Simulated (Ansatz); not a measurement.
# In9P10 zinc blende ring sphere (In₉P₁₀H₂₈+): a spread of methods, bases and states

How do the results and run time of In9P10 zinc blende ring sphere (In₉P₁₀H₂₈+) respond when the settings are drawn wide?

The runs use Ansatz 0.2.0, Gaussian basis; the settings change from run to run.

**1. The geometry**

An earlier PBE-D4/def2-SVP relaxation fixed the geometry. In takes a core potential in def2 sets; no spin-orbit term is included.

47 atoms, charge 1, spin multiplicity 1.

Atoms are counted from 1 here; the program's logs count them from 0.

Bond lengths: P1–In11 2.691 Å, P1–In12 2.600 Å, P1–H20 1.432 Å, P1–H21 1.432 Å, P2–In12 2.600 Å, P2–In13 2.690 Å, P2–H22 1.433 Å, P2–H23 1.432 Å, P3–In11 2.691 Å, P3–In15 2.600 Å, P3–H24 1.432 Å, P3–H25 1.432 Å, P4–In12 2.579 Å, P4–In15 2.579 Å, P4–In16 2.579 Å, P4–H26 1.432 Å, P5–In15 2.600 Å, P5–In17 2.691 Å and more. Angles: In11–P1–In12 132.3°, In11–P1–H20 107.1°, In11–P1–H21 108.0°, In12–P1–H20 101.9°, In12–P1–H21 104.9°, H20–P1–H21 97.2°, In12–P2–In13 132.4°, In12–P2–H22 104.8°, In12–P2–H23 101.9°, In13–P2–H22 108.0°, In13–P2–H23 107.1°, H22–P2–H23 97.2°, In11–P3–In15 132.3°, In11–P3–H24 108.0°, In11–P3–H25 107.1°, In15–P3–H24 104.8°, In15–P3–H25 101.9°, H24–P3–H25 97.2° and more.

**2. B2PLYP/STO-3G**

Set apart from the defaults: unrestricted orbitals, finite nuclei, a point charge of 0.50 e beside it.

The input, in.yaml:

```yaml
crystal:
  periodic: [false, false, false]
  atoms:
    - {symbol: P, position_ang: [-3.565124, -0.696473, -2.328267]}
    - {symbol: P, position_ang: [-3.563901, 2.330364, 0.688817]}
    - {symbol: P, position_ang: [-0.694047, -3.567899, -2.324182]}
    - {symbol: P, position_ang: [-0.620330, -0.620152, 0.619967]}
    - {symbol: P, position_ang: [2.327996, -3.565815, 0.696957]}
    - {symbol: P, position_ang: [2.253125, -0.487382, -2.250596]}
    - {symbol: P, position_ang: [2.329720, -0.691017, 3.565699]}
    - {symbol: P, position_ang: [-0.484932, 2.250559, -2.255978]}
    - {symbol: P, position_ang: [2.248599, 2.253271, 0.486498]}
    - {symbol: P, position_ang: [-0.697653, 2.327481, 3.566399]}
    - {symbol: In, position_ang: [-3.105555, -3.109430, -3.426788]}
    - {symbol: In, position_ang: [-2.085726, 0.878331, -0.882254]}
    - {symbol: In, position_ang: [-3.114052, 3.418588, 3.107877]}
    - {symbol: In, position_ang: [0.515000, 0.508918, -3.981195]}
    - {symbol: In, position_ang: [0.880081, -2.088110, -0.877742]}
    - {symbol: In, position_ang: [0.877138, 0.879966, 2.088493]}
    - {symbol: In, position_ang: [3.422703, -3.107353, 3.111766]}
    - {symbol: In, position_ang: [3.976439, 0.510330, -0.506382]}
    - {symbol: In, position_ang: [0.504718, 3.977501, -0.510670]}
    - {symbol: H, position_ang: [-3.979822, 0.176520, -3.385350]}
    - {symbol: H, position_ang: [-4.820693, -0.755188, -1.641236]}
    - {symbol: H, position_ang: [-4.824379, 1.651356, 0.737595]}
    - {symbol: H, position_ang: [-3.966459, 3.393022, -0.183009]}
    - {symbol: H, position_ang: [-0.754180, -4.822220, -1.635004]}
    - {symbol: H, position_ang: [0.180188, -3.984917, -3.379286]}
    - {symbol: H, position_ang: [-1.447769, -1.445897, 1.446924]}
    - {symbol: H, position_ang: [1.643311, -4.822698, 0.752529]}
    - {symbol: H, position_ang: [3.387398, -3.977149, -0.174616]}
    - {symbol: H, position_ang: [2.997192, -1.468364, -2.990630]}
    - {symbol: H, position_ang: [1.649565, -0.741184, 4.825412]}
    - {symbol: H, position_ang: [3.391334, 0.181293, 3.969807]}
    - {symbol: H, position_ang: [-1.466295, 2.991805, -2.998396]}
    - {symbol: H, position_ang: [2.989489, 2.996550, 1.467450]}
    - {symbol: H, position_ang: [-0.751022, 1.643651, 4.823979]}
    - {symbol: H, position_ang: [0.172841, 3.388504, 3.976053]}
    - {symbol: H, position_ang: [-4.148811, -4.151947, -2.528904]}
    - {symbol: H, position_ang: [-2.761404, -2.768035, -5.076709]}
    - {symbol: H, position_ang: [-4.154417, 2.508511, 4.143006]}
    - {symbol: H, position_ang: [-2.780215, 5.072870, 2.777075]}
    - {symbol: H, position_ang: [-0.728599, -0.734529, -4.021837]}
    - {symbol: H, position_ang: [1.325639, 1.316298, -5.270896]}
    - {symbol: H, position_ang: [5.075602, -2.772188, 2.775465]}
    - {symbol: H, position_ang: [2.516772, -4.145408, 4.152822]}
    - {symbol: H, position_ang: [4.010171, -0.731968, 0.739115]}
    - {symbol: H, position_ang: [5.272183, 1.315707, -1.309605]}
    - {symbol: H, position_ang: [-0.741113, 4.008706, 0.731443]}
    - {symbol: H, position_ang: [1.309269, 5.275221, -1.311599]}
basis:
  gaussian: {orbitals: STO-3G, nuclear_model: gaussian, point_charges: [{charge: 0.50, position_ang: [10.015, -0.287, -0.303]}]}
total_charge: 1
magnetization: {spin_polarized: true, initial_magnetization: 0}
hamiltonian: {xc: {name: B2PLYP}}
```

Run with:

```bash
$ ansatz run in.yaml --threads 2 --pin off --events-out ev --progress --plain --max-ram 32768MiB --backend cuda --devices 0, --max-vram 18GiB
```

The program printed:

```text
Functional definition: B2PLYP
  name "B2PLYP"
  cite "Grimme, J. Chem. Phys. 124, 034108 (2006) doi:10.1063/1.2148954"
  cite "Becke, Phys. Rev. A 38, 3098 (1988) doi:10.1103/PhysRevA.38.3098"
  cite "Lee, Yang & Parr, Phys. Rev. B 37, 785 (1988) doi:10.1103/PhysRevB.37.785"
  parameter a = 0.53
  parameter c = 0.27
  exchange = (1 - a)*b88_x + a*exact_x
  correlation = (1 - c)*lyp_c + c*(mp2_os + mp2_ss)
4755 factors; integrals over basis functions are off by at most 7.0e-5 eV
mean field evaluation 1: about -1484370.3086 eV, gradient 1.6e1 eV
mean field evaluation 2: about -1484370.1868 eV, gradient 1.6e1 eV
mean field evaluation 4: about -1484373.3305 eV, gradient 1.6e0 eV
mean field evaluation 8: about -1484373.3545 eV, gradient 1.1e-1 eV
mean field evaluation 16: about -1484373.3546 eV, gradient 5.9e-6 eV
mean field -1484373.35462676 eV, -54549.7146381367 hartree, gradient 5.9e-6 eV, S^2 0.000000; 0 other end points of the search recorded, 0 dependent functions left out
212 core orbitals not correlated: weight in the atoms' cores, before any rotation towards them, 1.000 or more for the frozen orbitals, at most 0.000 for the correlated occupied ones
reference -1484373.35497643 eV, -54549.7146509867 hartree; 97, 97 occupied and 52, 52 virtual orbitals, 4755 factors
second order -22.27529163 eV of doubles, -0.00000000 eV of singles
Total energy: -1484379.36930517 eV, -54549.9356734913 hartree
```

It took 19 s on 1 × H100 (card shared with other runs) with 2 threads of AMD EPYC 7R13, shared host; peak host memory 2 GiB.

⟨S²⟩ 0.000.

**3. RPBE/def2-mTZVP**

This run has atoms shaken by 0.15 Å, density fitting with def2-universal-jkfit, the search for lower states set to off.

The input, in.yaml:

```yaml
crystal:
  periodic: [false, false, false]
  atoms:
    - {symbol: P, position_ang: [-3.516875, -0.775367, -2.676358]}
    - {symbol: P, position_ang: [-3.360259, 2.289261, 0.664627]}
    - {symbol: P, position_ang: [-0.773041, -3.212349, -2.049614]}
    - {symbol: P, position_ang: [-0.622032, -0.462135, 0.808095]}
    - {symbol: P, position_ang: [2.241173, -3.489182, 0.659549]}
    - {symbol: P, position_ang: [2.309563, -0.457901, -2.421024]}
    - {symbol: P, position_ang: [2.118423, -0.592217, 3.673077]}
    - {symbol: P, position_ang: [-0.371227, 2.261899, -2.135047]}
    - {symbol: P, position_ang: [2.141948, 2.179457, 0.643374]}
    - {symbol: P, position_ang: [-0.683996, 2.245224, 3.652532]}
    - {symbol: In, position_ang: [-3.402787, -3.157635, -3.402122]}
    - {symbol: In, position_ang: [-2.159159, 0.891563, -0.917835]}
    - {symbol: In, position_ang: [-3.031446, 3.322458, 3.187638]}
    - {symbol: In, position_ang: [0.783845, 0.633005, -4.122152]}
    - {symbol: In, position_ang: [0.869488, -2.043065, -0.775596]}
    - {symbol: In, position_ang: [0.991869, 0.895641, 2.091167]}
    - {symbol: In, position_ang: [3.758010, -3.255834, 3.155112]}
    - {symbol: In, position_ang: [3.799854, 0.499819, -0.516190]}
    - {symbol: In, position_ang: [0.733445, 4.000290, -0.437623]}
    - {symbol: H, position_ang: [-4.226796, 0.227832, -3.379239]}
    - {symbol: H, position_ang: [-4.889700, -0.759620, -1.558187]}
    - {symbol: H, position_ang: [-4.999633, 1.757665, 0.633906]}
    - {symbol: H, position_ang: [-4.156943, 3.166036, -0.067797]}
    - {symbol: H, position_ang: [-0.658153, -5.002444, -1.586757]}
    - {symbol: H, position_ang: [0.118345, -4.197842, -3.265454]}
    - {symbol: H, position_ang: [-1.309719, -1.364365, 1.794888]}
    - {symbol: H, position_ang: [1.652466, -4.983046, 0.737404]}
    - {symbol: H, position_ang: [3.554555, -3.932261, -0.059512]}
    - {symbol: H, position_ang: [2.859979, -1.525640, -2.727817]}
    - {symbol: H, position_ang: [1.510567, -0.847828, 4.909334]}
    - {symbol: H, position_ang: [3.510371, 0.293182, 4.162536]}
    - {symbol: H, position_ang: [-1.369841, 3.107170, -2.973877]}
    - {symbol: H, position_ang: [2.802978, 3.143104, 1.399208]}
    - {symbol: H, position_ang: [-1.007531, 1.967340, 4.851545]}
    - {symbol: H, position_ang: [0.301936, 3.244281, 4.102874]}
    - {symbol: H, position_ang: [-4.012039, -4.049174, -2.551958]}
    - {symbol: H, position_ang: [-2.823407, -2.835236, -5.191455]}
    - {symbol: H, position_ang: [-4.166681, 2.255960, 4.169232]}
    - {symbol: H, position_ang: [-2.852612, 5.035501, 2.737264]}
    - {symbol: H, position_ang: [-0.840061, -0.461566, -3.939957]}
    - {symbol: H, position_ang: [1.428781, 1.630767, -5.342827]}
    - {symbol: H, position_ang: [5.016735, -3.121287, 3.000212]}
    - {symbol: H, position_ang: [2.383224, -4.203157, 4.116628]}
    - {symbol: H, position_ang: [3.829863, -1.007129, 0.706109]}
    - {symbol: H, position_ang: [5.284594, 1.312106, -1.429426]}
    - {symbol: H, position_ang: [-0.882804, 3.998938, 0.565540]}
    - {symbol: H, position_ang: [1.380761, 5.409426, -1.541012]}
basis:
  gaussian: {orbitals: def2-mTZVP, fitting: {mean_field: def2-universal-jkfit}}
total_charge: 1
hamiltonian: {xc: {name: RPBE}}
scf: {lower_state_search: off}
```

Launched as before.

The program printed, cut to the lines that bear on the results:

```text
Functional definition: RPBE
  name "RPBE"
  cite "Hammer, Hansen & Nørskov, Phys. Rev. B 59, 7413 (1999) doi:10.1103/PhysRevB.59.7413"
  cite "Perdew, Burke & Ernzerhof, Phys. Rev. Lett. 77, 3865 (1996) doi:10.1103/PhysRevLett.77.3865"
[...]
3746 factors; integrals over basis functions are off by at most 7.7e-1 eV
[...]
mean field -139904.95745657 eV, -5141.4123555430 hartree, gradient 9.8e-6 eV, S^2 0.000000; 0 other end points of the search recorded, 0 dependent functions left out
reference -139904.95763386 eV, -5141.4123620580 hartree; 183, 183 occupied and 445, 445 virtual orbitals, 3746 factors
Total energy: -139904.95763386 eV, -5141.4123620580 hartree
Checks for a lower state left out: stability, starts, cluster_reference, orbital_swaps, neighbouring_geometries, increment
```

Wall time 7 s (1 × H100 (card shared with other runs) with 2 threads of AMD EPYC 7R13, shared host); peak host memory 1.1 GiB.

**4. LC-wPBE/STO-3G**

Options: a point charge of -1.00 e beside it, relativity set to none, the search for lower states set to full.

The input, in.yaml:

```yaml
crystal:
  periodic: [false, false, false]
  atoms:
    - {symbol: P, position_ang: [-3.565124, -0.696473, -2.328267]}
    - {symbol: P, position_ang: [-3.563901, 2.330364, 0.688817]}
    - {symbol: P, position_ang: [-0.694047, -3.567899, -2.324182]}
    - {symbol: P, position_ang: [-0.620330, -0.620152, 0.619967]}
    - {symbol: P, position_ang: [2.327996, -3.565815, 0.696957]}
    - {symbol: P, position_ang: [2.253125, -0.487382, -2.250596]}
    - {symbol: P, position_ang: [2.329720, -0.691017, 3.565699]}
    - {symbol: P, position_ang: [-0.484932, 2.250559, -2.255978]}
    - {symbol: P, position_ang: [2.248599, 2.253271, 0.486498]}
    - {symbol: P, position_ang: [-0.697653, 2.327481, 3.566399]}
    - {symbol: In, position_ang: [-3.105555, -3.109430, -3.426788]}
    - {symbol: In, position_ang: [-2.085726, 0.878331, -0.882254]}
    - {symbol: In, position_ang: [-3.114052, 3.418588, 3.107877]}
    - {symbol: In, position_ang: [0.515000, 0.508918, -3.981195]}
    - {symbol: In, position_ang: [0.880081, -2.088110, -0.877742]}
    - {symbol: In, position_ang: [0.877138, 0.879966, 2.088493]}
    - {symbol: In, position_ang: [3.422703, -3.107353, 3.111766]}
    - {symbol: In, position_ang: [3.976439, 0.510330, -0.506382]}
    - {symbol: In, position_ang: [0.504718, 3.977501, -0.510670]}
    - {symbol: H, position_ang: [-3.979822, 0.176520, -3.385350]}
    - {symbol: H, position_ang: [-4.820693, -0.755188, -1.641236]}
    - {symbol: H, position_ang: [-4.824379, 1.651356, 0.737595]}
    - {symbol: H, position_ang: [-3.966459, 3.393022, -0.183009]}
    - {symbol: H, position_ang: [-0.754180, -4.822220, -1.635004]}
    - {symbol: H, position_ang: [0.180188, -3.984917, -3.379286]}
    - {symbol: H, position_ang: [-1.447769, -1.445897, 1.446924]}
    - {symbol: H, position_ang: [1.643311, -4.822698, 0.752529]}
    - {symbol: H, position_ang: [3.387398, -3.977149, -0.174616]}
    - {symbol: H, position_ang: [2.997192, -1.468364, -2.990630]}
    - {symbol: H, position_ang: [1.649565, -0.741184, 4.825412]}
    - {symbol: H, position_ang: [3.391334, 0.181293, 3.969807]}
    - {symbol: H, position_ang: [-1.466295, 2.991805, -2.998396]}
    - {symbol: H, position_ang: [2.989489, 2.996550, 1.467450]}
    - {symbol: H, position_ang: [-0.751022, 1.643651, 4.823979]}
    - {symbol: H, position_ang: [0.172841, 3.388504, 3.976053]}
    - {symbol: H, position_ang: [-4.148811, -4.151947, -2.528904]}
    - {symbol: H, position_ang: [-2.761404, -2.768035, -5.076709]}
    - {symbol: H, position_ang: [-4.154417, 2.508511, 4.143006]}
    - {symbol: H, position_ang: [-2.780215, 5.072870, 2.777075]}
    - {symbol: H, position_ang: [-0.728599, -0.734529, -4.021837]}
    - {symbol: H, position_ang: [1.325639, 1.316298, -5.270896]}
    - {symbol: H, position_ang: [5.075602, -2.772188, 2.775465]}
    - {symbol: H, position_ang: [2.516772, -4.145408, 4.152822]}
    - {symbol: H, position_ang: [4.010171, -0.731968, 0.739115]}
    - {symbol: H, position_ang: [5.272183, 1.315707, -1.309605]}
    - {symbol: H, position_ang: [-0.741113, 4.008706, 0.731443]}
    - {symbol: H, position_ang: [1.309269, 5.275221, -1.311599]}
basis:
  gaussian: {orbitals: STO-3G, point_charges: [{charge: -1.00, position_ang: [9.687, -0.123, 0.852]}]}
total_charge: 1
hamiltonian: {xc: {name: LC-wPBE}, pseudopotentials: {relativity: none}}
scf: {lower_state_search: full}
```

Same command.

The program printed, cut to the lines that bear on the results:

```text
Functional definition: LC-wPBE
  name "LC-wPBE"
  cite "Vydrov & Scuseria, J. Chem. Phys. 125, 234109 (2006) doi:10.1063/1.2409292"
  cite "Heyd & Scuseria, J. Chem. Phys. 120, 7274 (2004) doi:10.1063/1.1668634"
  cite "Ernzerhof & Perdew, J. Chem. Phys. 109, 3313 (1998) doi:10.1063/1.476928"
  cite "Perdew, Burke & Ernzerhof, Phys. Rev. Lett. 77, 3865 (1996) doi:10.1103/PhysRevLett.77.3865"
  parent pbe
[...]
4755 factors; integrals over basis functions are off by at most 7.0e-5 eV
1238 factors; integrals over basis functions are off by at most 4.8e-6 eV
[...]
mean field -1484373.67991394 eV, -54549.7265922199 hartree, gradient 3.6e-5 eV, S^2 0.000000; 0 other end points of the search recorded, 0 dependent functions left out
reference -1484373.67991395 eV, -54549.7265922204 hartree; 309, 309 occupied and 52, 52 virtual orbitals, 4755 factors
Total energy: -1484373.67991395 eV, -54549.7265922204 hartree
```

Wall time 17 s (1 × H100 (card shared with other runs) with 2 threads of AMD EPYC 7R13, shared host); peak host memory 1.2 GiB.

**5. r2SCANh/STO-3G**

This run has multiplicity 3, atoms shaken by 0.08 Å, high accuracy.

The input, in.yaml:

```yaml
crystal:
  periodic: [false, false, false]
  atoms:
    - {symbol: P, position_ang: [-3.605810, -0.725034, -2.178999]}
    - {symbol: P, position_ang: [-3.559393, 2.346213, 0.589843]}
    - {symbol: P, position_ang: [-0.671338, -3.579942, -2.360936]}
    - {symbol: P, position_ang: [-0.588404, -0.566549, 0.561849]}
    - {symbol: P, position_ang: [2.218571, -3.581448, 0.668141]}
    - {symbol: P, position_ang: [2.266415, -0.538960, -2.292010]}
    - {symbol: P, position_ang: [2.391730, -0.740261, 3.502174]}
    - {symbol: P, position_ang: [-0.536110, 2.327158, -2.230753]}
    - {symbol: P, position_ang: [2.219510, 2.284151, 0.497515]}
    - {symbol: P, position_ang: [-0.766468, 2.297849, 3.583043]}
    - {symbol: In, position_ang: [-3.167314, -3.174089, -3.312205]}
    - {symbol: In, position_ang: [-2.032175, 0.833179, -0.796239]}
    - {symbol: In, position_ang: [-3.106819, 3.415280, 3.141976]}
    - {symbol: In, position_ang: [0.538173, 0.563047, -3.959975]}
    - {symbol: In, position_ang: [0.771106, -2.026059, -0.955982]}
    - {symbol: In, position_ang: [0.803035, 0.765112, 2.112028]}
    - {symbol: In, position_ang: [3.516287, -3.052409, 3.079045]}
    - {symbol: In, position_ang: [3.976222, 0.484803, -0.422463]}
    - {symbol: In, position_ang: [0.551280, 4.015633, -0.610661]}
    - {symbol: H, position_ang: [-3.929206, 0.151504, -3.402369]}
    - {symbol: H, position_ang: [-4.703080, -0.782023, -1.596684]}
    - {symbol: H, position_ang: [-4.822425, 1.617070, 0.815971]}
    - {symbol: H, position_ang: [-3.907023, 3.499140, -0.177819]}
    - {symbol: H, position_ang: [-0.593437, -4.908403, -1.590567]}
    - {symbol: H, position_ang: [0.219748, -3.938391, -3.372233]}
    - {symbol: H, position_ang: [-1.428199, -1.559125, 1.579308]}
    - {symbol: H, position_ang: [1.609567, -4.766099, 0.690167]}
    - {symbol: H, position_ang: [3.288370, -3.900777, -0.134317]}
    - {symbol: H, position_ang: [3.007520, -1.520052, -3.022800]}
    - {symbol: H, position_ang: [1.722564, -0.805324, 4.602149]}
    - {symbol: H, position_ang: [3.268792, 0.113689, 3.968709]}
    - {symbol: H, position_ang: [-1.538641, 3.079621, -2.953180]}
    - {symbol: H, position_ang: [2.813975, 3.030531, 1.285609]}
    - {symbol: H, position_ang: [-0.806025, 1.645775, 4.947542]}
    - {symbol: H, position_ang: [0.095702, 3.464201, 4.027516]}
    - {symbol: H, position_ang: [-4.012122, -4.167988, -2.298880]}
    - {symbol: H, position_ang: [-2.782462, -2.802236, -5.081856]}
    - {symbol: H, position_ang: [-4.177179, 2.544585, 4.068486]}
    - {symbol: H, position_ang: [-2.687950, 4.939031, 2.755886]}
    - {symbol: H, position_ang: [-0.733055, -0.753571, -4.107888]}
    - {symbol: H, position_ang: [1.125508, 1.205432, -5.242737]}
    - {symbol: H, position_ang: [5.125552, -2.791069, 2.764067]}
    - {symbol: H, position_ang: [2.477864, -4.051300, 4.320724]}
    - {symbol: H, position_ang: [4.010823, -0.742321, 0.672703]}
    - {symbol: H, position_ang: [5.119523, 1.183363, -1.276321]}
    - {symbol: H, position_ang: [-0.712576, 4.097537, 0.855180]}
    - {symbol: H, position_ang: [1.231841, 5.281427, -1.299403]}
basis:
  gaussian: {orbitals: STO-3G}
total_charge: 1
magnetization: {spin_polarized: true, initial_magnetization: 2}
hamiltonian: {xc: {name: r2SCANh}}
accuracy: high
scf: {omitted_lower_state_checks: [starts]}
output: {forces: true}
```

Launched as before.

The program printed, cut to the lines that bear on the results:

```text
Functional definition: r2SCANh
  name "r2SCANh"
  cite "Bursch, Neugebauer, Ehlert & Grimme, J. Chem. Phys. 156, 134105 (2022) doi:10.1063/5.0086040"
  cite "Furness, Kaplan, Ning, Perdew & Sun, J. Phys. Chem. Lett. 11, 8208 (2020) doi:10.1021/acs.jpclett.0c02405"
  cite "Furness, Kaplan, Ning, Perdew & Sun, J. Phys. Chem. Lett. 11, 9248 (2020) doi:10.1021/acs.jpclett.0c03077"
  parent r2scan
[...]
8073 factors; integrals over basis functions are off by at most 5.2e-8 eV
[...]
mean field -1484591.93812924 eV, -54557.7474336915 hartree, gradient 9.1e-8 eV, S^2 2.004380; 0 other end points of the search recorded, 0 dependent functions left out
[...]
reference -1484591.93813270 eV, -54557.7474338187 hartree; 310, 308 occupied and 51, 53 virtual orbitals, 8073 factors
Total energy: -1484591.93813270 eV, -54557.7474338187 hartree
[...]
Atom 38 at    -2.687950     4.939031     2.755886 Å, force    -0.548513    -1.298514     0.319051 eV/Å
Atom 39 at    -0.733055    -0.753571    -4.107888 Å, force     1.658878     1.776787     0.430478 eV/Å
Atom 40 at     1.125508     1.205432    -5.242737 Å, force    -0.243277    -0.133317     0.751319 eV/Å
Atom 41 at     5.125552    -2.791069     2.764067 Å, force    -1.923080    -0.461319     0.219971 eV/Å
Atom 42 at     2.477864    -4.051300     4.320724 Å, force     1.747340     1.460886    -2.187321 eV/Å
Atom 43 at     4.010823    -0.742321     0.672703 Å, force    -0.122919     1.107579    -0.822885 eV/Å
Atom 44 at     5.119523     1.183363    -1.276321 Å, force    -0.884176    -0.265169     0.664046 eV/Å
Atom 45 at    -0.712576     4.097537     0.855180 Å, force     1.882514    -0.120559    -2.256158 eV/Å
Atom 46 at     1.231841     5.281427    -1.299403 Å, force    -0.648446    -0.916334     0.579908 eV/Å
Dipole moment:    -1.130624    -0.677161     0.185404 e Å
Checks for a lower state left out: starts
```

It took 80 s on 1 × H100 (card shared with other runs) with 2 threads of AMD EPYC 7R13, shared host; peak host memory 17 GiB.

Largest force 8.735 eV/Å, ⟨S²⟩ 2.004.

**6. All runs side by side**

| level | charge | multiplicity | geometry | functions | energy (eV) | time |
| --- | --- | --- | --- | --- | --- | --- |
| B2PLYP/STO-3G | 1 | 1 | relaxed, point charge | 361 | -1484379.369 | 19 s |
| RPBE/def2-mTZVP | 1 | 1 | shaken | 628 | -139904.958 | 7 s |
| LC-wPBE/STO-3G | 1 | 1 | relaxed, point charge | 361 | -1484373.680 | 17 s |
| r2SCANh/STO-3G | 1 | 3 | shaken | 361 | -1484591.938 | 80 s |

**7. Summary of results**

| quantity | value |
| --- | --- |
| runs | 4 |
| quickest | RPBE/def2-mTZVP, 7 s |
| slowest | r2SCANh/STO-3G, 80 s |

In words: The runs differ in state or geometry as well as level, so their energies can't be set against each other. Run time spans a factor of 11, from RPBE/def2-mTZVP to r2SCANh/STO-3G.
